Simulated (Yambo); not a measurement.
HfC, 2 atoms in the cell. The structure is cubic, space group Fm-3m (No. 225). Conventional cell: a = 4.650 Å, b = 4.650 Å, c = 4.650 Å, α = 90.00°, β = 90.00°, γ = 90.00°. Hf (site symmetry m-3m) has 6 C at 2.33 Å as nearest neighbours. Around C (site symmetry m-3m) lie 6 Hf at 2.33 Å. 

```yaml
Program: Yambo 5.3.0
Task: optical spectrum
Functional: PBEsol
Potentials_or_basis: PseudoDojo 0.4.1 SR PBEsol standard
Cutoff: 1116 eV
Density_cutoff: 4463 eV
k_mesh: 12 × 12 × 12
Occupations: fermi-dirac, width 0.05 eV
Spin: no spin polarisation
k_mesh_of_the_self-consistent_run: 12 × 12 × 12
Direction_of_the_field_or_of_q_to_0: x
Broadening: 0.1 eV
Kernel: Hartree (RPA with local fields)
Top_of_the_energy_range: 20 eV
Energy_points: 200
Correction_of_the_levels: none
Bands_in_the_response: 33
Cutoff_of_the_response_matrix: 3 Ry
```

Potentials or basis: PseudoDojo 0.4.1 SR PBEsol standard.

The run is started by

```bash
$ OMP_NUM_THREADS=1 pw.x -in scf.in > scf.out
$ OMP_NUM_THREADS=1 pw.x -in nscf.in > nscf.out
$ cd tmp/pwscf.save; p2y; mv SAVE ../..; cd ../..
$ OMP_NUM_THREADS=1 yambo
$ OMP_NUM_THREADS=1 yambo -F optics1.in -J optics1 -C optics1_out
```

Hardware: 1 thread of AMD EPYC 7R13 Processor (Zen 3) (shared host).

Problem. Estimate the wall time of this run.

Solution. It took 49 s on 1 thread of AMD EPYC 7R13 Processor (Zen 3), on a shared host.
